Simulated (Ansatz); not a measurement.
**WCl+ (quintet): the correlation ladder, def2-TZVPP**

An exercise on one series of results from a longer session: the logs are not shown, and one member is left open.

The runs use Ansatz 0.2.0, Gaussian basis; def2-TZVPP, core rule «outside noble gas», up to 9 orbitals frozen.

To be run: UHF; ROHF; CCSD(T) on UHF.

## What is computed

The geometry is a PBE0/def2-TZVP stationary point (not a proven minimum). No spin-orbit coupling is included. Elements past krypton take def2 core potentials.

2 atoms, charge 1, spin multiplicity 5.

Atoms are counted from 1 here; the program's logs count them from 0.

Bond lengths: W1–Cl2 2.156 Å.

As a file:

```xyz
2
charge 1, multiplicity 5
W     0.00000    0.00000    0.00000
Cl    0.00000    0.00000    2.15620
```

The first run:

Input file in.yaml:

```yaml
crystal:
  periodic: [false, false, false]
  atoms:
    - {symbol: W, position_ang: [0.000000, 0.000000, 0.000000]}
    - {symbol: Cl, position_ang: [0.000000, 0.000000, 2.156200]}
basis:
  gaussian: {orbitals: def2-TZVPP}
total_charge: 1
magnetization: {spin_polarized: true, initial_magnetization: 4}
hamiltonian: {xc: hf}
output: {orbitals: {seedname: orbitals}}
```

On the command line:

```bash
ansatz run in.yaml --threads 1 --pin off --events-out ev --progress --plain --max-ram 4096MiB --backend cpu
```

Among the steps run: UHF; ROHF; CCSD(T) on UHF.

One of the session's tables, all rows but one given; the rest of the session is left out.

```
  method  from UCCSD(T) (meV)
    ROHF              +8607.2
     UHF              +8384.6
    UMP2                    ?
   UCCSD               +415.6
UCCSD(T)                    0
```

Estimate the missing values for UMP2.

The run gave: from UCCSD(T) (meV): +970.9. In the column «from UCCSD(T) (meV)» it lies between UCCSD (+415.6) and UHF (+8384.6).
